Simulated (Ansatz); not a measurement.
# CH6BrGaO2Si: how energies converge with the basis set

The task here is to estimate one member of a computed series from the others.

Computed with Ansatz 0.2.0, Gaussian basis. Level: one geometry, several basis sets.

Levels to be run: PBE0-D4/def2-SVP; ωB97M-V/def2-SVP; PBE0-D4/def2-QZVPP; ωB97M-V/def2-QZVPP; the functionals' def2-TZVPP values are taken from earlier runs.

1 further run of the same task is left out (it didn't finish).

### Structure used throughout

All runs share one geometry, relaxed beforehand with PBE0-D4 in a triple-zeta def2 set.

SMILES `C[O][Ga]([Br])[O][SiH3]`, 12 atoms, charge 0, spin multiplicity 1.

Atoms are counted from 1 here; the program's logs count them from 0.

Bond lengths: C1–O2 1.414 Å, C1–H7 1.094 Å, C1–H8 1.095 Å, C1–H9 1.094 Å, O2–Ga3 1.759 Å, Ga3–Br4 2.256 Å, Ga3–O5 1.766 Å, O5–Si6 1.638 Å, Si6–H10 1.485 Å, Si6–H11 1.487 Å, Si6–H12 1.488 Å. Angles: O2–C1–H7 109.3°, O2–C1–H8 113.2°, O2–C1–H9 109.2°, H7–C1–H8 108.3°, H7–C1–H9 108.4°, H8–C1–H9 108.3°, C1–O2–Ga3 122.0°, O2–Ga3–Br4 120.3°, O2–Ga3–O5 118.2°, Br4–Ga3–O5 121.4°, Ga3–O5–Si6 138.5°, O5–Si6–H10 108.3°, O5–Si6–H11 110.2°, O5–Si6–H12 111.2°, H10–Si6–H11 109.2°, H10–Si6–H12 109.2°, H11–Si6–H12 108.7°.

Set-up of the first run:

File in.yaml:

```yaml
crystal:
  periodic: [false, false, false]
  atoms:
    - {symbol: C, position_ang: [-0.920565, -1.323608, 1.967612]}
    - {symbol: O, position_ang: [-1.484503, -0.090893, 1.566455]}
    - {symbol: Ga, position_ang: [-0.848759, 0.824714, 0.205087]}
    - {symbol: Br, position_ang: [-1.790784, 2.787079, -0.387934]}
    - {symbol: O, position_ang: [0.534642, 0.164634, -0.672770]}
    - {symbol: Si, position_ang: [1.486697, 0.568301, -1.942718]}
    - {symbol: H, position_ang: [-1.682502, -2.106420, 1.905944]}
    - {symbol: H, position_ang: [-0.065149, -1.626526, 1.354466]}
    - {symbol: H, position_ang: [-0.588794, -1.246795, 3.007388]}
    - {symbol: H, position_ang: [1.967550, -0.682696, -2.582592]}
    - {symbol: H, position_ang: [2.656785, 1.359283, -1.476807]}
    - {symbol: H, position_ang: [0.735394, 1.372927, -2.944130]}
basis:
  gaussian: {orbitals: def2-SVP}
hamiltonian: {xc: pbe0, dispersion: d4}
output: {orbitals: {seedname: orbitals}}
```

Steps of the session up to this table: PBE0-D4 in def2-SVP; ωB97M-V in def2-SVP; PBE0-D4 in def2-QZVPP; ωB97M-V in def2-QZVPP.

One of the session's tables, all rows but one given; the rest of the session is left out.

It belongs to the step «Functionals by basis». 

| functional | basis | HOMO (eV) |
| --- | --- | --- |
| PBE0-D4 | def2-SVP | -8.18 |
| PBE0-D4 | def2-TZVPP | -8.30 |
| PBE0-D4 | def2-QZVPP | -8.33 |
| ωB97M-V | def2-SVP | ? |
| ωB97M-V | def2-TZVPP | -10.68 |
| ωB97M-V | def2-QZVPP | -10.71 |

**Question.** Estimate the row for ωB97M-V, def2-SVP.

The run gave: HOMO (eV): -10.54. In the column «HOMO (eV)» it lies between ωB97M-V, def2-TZVPP (-10.68) and PBE0-D4, def2-QZVPP (-8.33).
